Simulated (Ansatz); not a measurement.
# CH5F2NZr: the cost of one run

Program: Ansatz 0.2.0, Gaussian basis. Level of theory: the settings change from run to run. These are calculated values, not measurements.

### 1 The molecule

The structure was relaxed beforehand with PBE0-D4 in a triple-zeta def2 set. Zr takes a core potential in def2 sets; no spin-orbit term is included.

SMILES `[CH3][Zr]([NH2])([F])[F]`, 10 atoms, charge 0, spin multiplicity 1.

Atoms are counted from 1 here; the program's logs count them from 0.

Bond lengths: C1–Zr2 2.220 Å, C1–H6 1.097 Å, C1–H7 1.095 Å, C1–H8 1.095 Å, Zr2–N3 2.018 Å, Zr2–F4 1.909 Å, Zr2–F5 1.909 Å, N3–H9 1.012 Å, N3–H10 1.012 Å. Angles: Zr2–C1–H6 110.3°, Zr2–C1–H7 111.7°, Zr2–C1–H8 111.7°, H6–C1–H7 107.7°, H6–C1–H8 107.8°, H7–C1–H8 107.5°, C1–Zr2–N3 105.0°, C1–Zr2–F4 105.8°, C1–Zr2–F5 105.8°, N3–Zr2–F4 110.8°, N3–Zr2–F5 110.8°, F4–Zr2–F5 117.7°, Zr2–N3–H9 125.7°, Zr2–N3–H10 125.7°, H9–N3–H10 108.5°.

### 2 PBEsol/def2-TZVPP

Options: atoms shaken by 0.15 Å, high accuracy, the search for lower states set to full.

in.yaml reads:

```yaml
crystal:
  periodic: [false, false, false]
  atoms:
    - {symbol: C, position_ang: [-1.298101, -0.314678, 0.082621]}
    - {symbol: Zr, position_ang: [0.150177, 0.878393, -0.655859]}
    - {symbol: N, position_ang: [1.929631, -0.251772, 0.446871]}
    - {symbol: F, position_ang: [0.421108, 0.080229, -2.558851]}
    - {symbol: F, position_ang: [0.062425, 2.460837, -0.024151]}
    - {symbol: H, position_ang: [-2.760379, -0.419711, -0.518279]}
    - {symbol: H, position_ang: [-1.334004, -1.467694, 0.103855]}
    - {symbol: H, position_ang: [-1.500622, -0.136869, 1.251336]}
    - {symbol: H, position_ang: [2.392063, 0.414877, 1.678339]}
    - {symbol: H, position_ang: [2.373064, -0.962304, 0.191450]}
basis:
  gaussian: {orbitals: def2-TZVPP}
hamiltonian: {xc: {name: PBEsol}}
accuracy: high
scf: {lower_state_search: full}
```

Run with:

```bash
$ ansatz run in.yaml --threads 4 --pin off --events-out ev --progress --plain --max-ram 10444MiB
```

Q: Estimate wall time and peak memory on 4 threads of Arm Neoverse V1, shared host.

About 26 s, with a peak of 1.6 GiB.
